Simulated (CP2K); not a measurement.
AlIn in CP2K: the effect of functional

AlIn:

```
CELL_PARAMETERS angstrom
3.05413 0.00000 0.00000
-1.52707 2.64496 0.00000
0.00000 0.00000 5.82802
ATOMIC_POSITIONS crystal
Al 0.00000 0.00000 0.00000
In 0.00000 0.00000 0.50000
```

The cell was built by a generator and needn't be a form met in nature.

Alike in all runs:

- Program: CP2K 2026.2
- Task: single point
- Potentials or basis: POTENTIAL_UZH Al GTH-PBE-q3, In GTH-PBE-q13; TZVP-MOLOPT-PBE-GTH basis
- Density cutoff: 9184 eV
- k mesh: 10 × 10 × 5
- Occupations: fermi-dirac, width 0.05 eV
- Spin: no spin polarisation

```csv
functional,pressure (GPa)
LDA,-2.5
PBEsol,-1.8
BLYP,?
PW91,0.3
BEEF-vdW,1.0
TPSS,-1.5
```

Q: What does the run with functional BLYP give?

A: Pressure 4.0 GPa.

Caveats: the potentials were made for another functional, which shifts forces and pressure; the basis of atomic orbitals isn't converged, which shifts pressures, moduli and gaps.

Runs at the PBE level aren't shown here.
